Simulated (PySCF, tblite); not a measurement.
# C4H7FOSi: geometry, infrared bands and NMR shifts

Aim: predict the infrared bands and NMR shifts of C4H7FOSi (`C=CC(=O)[Si@@H](C)F`).

The runs use tblite 0.8.0 and PySCF 2.14.0, with density-fitted response routines of our own; the level of theory stands in each step. All values are computed, except where a source is named. Atoms count from 0, in the outputs and in this text.

### Step 1. The starting structure

14 atoms, charge 0, multiplicity 1; geometry from: force field or distance geometry start.

Bonds of the start (Å): C0–C1 1.35, C1–C2 1.44, C2–O3 1.28, C2–Si4 1.82, Si4–C5 1.87, Si4–F6 1.67, C0–H7 1.08, C0–H8 1.06, C1–H9 1.10, Si4–H10 1.50, C5–H11 1.10, C5–H12 1.08, C5–H13 1.12.

### Step 2. Relaxing the molecule with GFN2-xTB

The job: settings as JSON, then the geometry in Å.

```
{"job": {"kind": "relax", "xc": "GFN2-xTB", "basis": "xTB"}, "charge": 0, "multiplicity": 1}
C      2.643200    -0.615200    -0.226500
C      1.373100    -0.455700     0.210200
C      0.617800     0.603400    -0.407900
O      1.196000     1.288800    -1.320000
Si    -1.108200     1.020600     0.011600
C     -2.099800    -0.568800     0.045900
F     -1.288800     1.851100     1.446700
H      3.243000    -1.387700     0.221500
H      2.996300     0.029400    -0.989300
H      0.968500    -1.100100     1.006200
H     -1.636000     1.875100    -1.097500
H     -3.147300    -0.272400    -0.131100
H     -1.692600    -1.228600    -0.711700
H     -2.066000    -1.040400     1.061300
```

Started as:

```bash
> OMP_NUM_THREADS=1 python probes_run.py task.json out
```

The driver reads the jobs from task.json and runs them one after another.

**Question.** This job is followed by: GFN2-xTB harmonic vibrations, gas phase; GIAO PBE0/pcSseg-1 NMR shielding, non-relativistic, gas phase. Predict these results of the whole session: strongest single infrared mode (GFN2-xTB); zero-point energy (GFN2-xTB); ¹³C shifts against TMS (PBE0/pcSseg-1); ¹H shifts against TMS (PBE0/pcSseg-1, means over atoms taken as alike); ¹⁷O shifts against H2O (PBE0/pcSseg-1); ²⁹Si shifts against TMS (PBE0/pcSseg-1); ¹⁹F shifts against CFCl3 (PBE0/pcSseg-1); surface potential, 1st and 99th percentile.

**Answer**, as computed:

```
                                                              quantity                             value
                             strongest single infrared mode (GFN2-xTB)             2338 cm⁻¹, 247 km/mol
                                          zero-point energy (GFN2-xTB)                     61.2 kcal/mol
                                ¹³C shifts against TMS (PBE0/pcSseg-1)     235.1, 139.3, 133.6, -2.1 ppm
¹H shifts against TMS (PBE0/pcSseg-1, means over atoms taken as alike)  7.43, 6.64, 5.89, 4.97, 0.43 ppm
                                ¹⁷O shifts against H2O (PBE0/pcSseg-1)                         803.7 ppm
                               ²⁹Si shifts against TMS (PBE0/pcSseg-1)                          -9.0 ppm
                              ¹⁹F shifts against CFCl3 (PBE0/pcSseg-1)                        -209.2 ppm
                                 surface potential, 1st and 99th percentile                -1.47 V and 1.28 V
```

What this shows: The optimisation took 144 steps and gained 0.581 eV; among the close pairs (by a distance rule), C2–Si4 changed most, from 1.825 to 1.925 Å. No mode is imaginary among the 36: a minimum at this level. The strongest single mode, at 2338 cm⁻¹, moves mainly H10. GFN2-xTB is a fitted tight-binding method: band positions and strengths are rough. Its intensities can rank the bands wrongly. The most deshielded hydrogen is H9 (hydrogen on an α carbon of a C=C–C=O unit), at 7.43 ppm: attached to an sp2 carbon and in the plane of the double bond. At PBE0/pcSseg-1: Shielding is most anisotropic at O3 (span 1784 ppm, paramagnetic term -869 ppm). By nearest atom (PBE0/pcSseg-1), the HOMO sits on O3 53 %; C2 15 % and the LUMO on C2 28 %; O3 22 %.
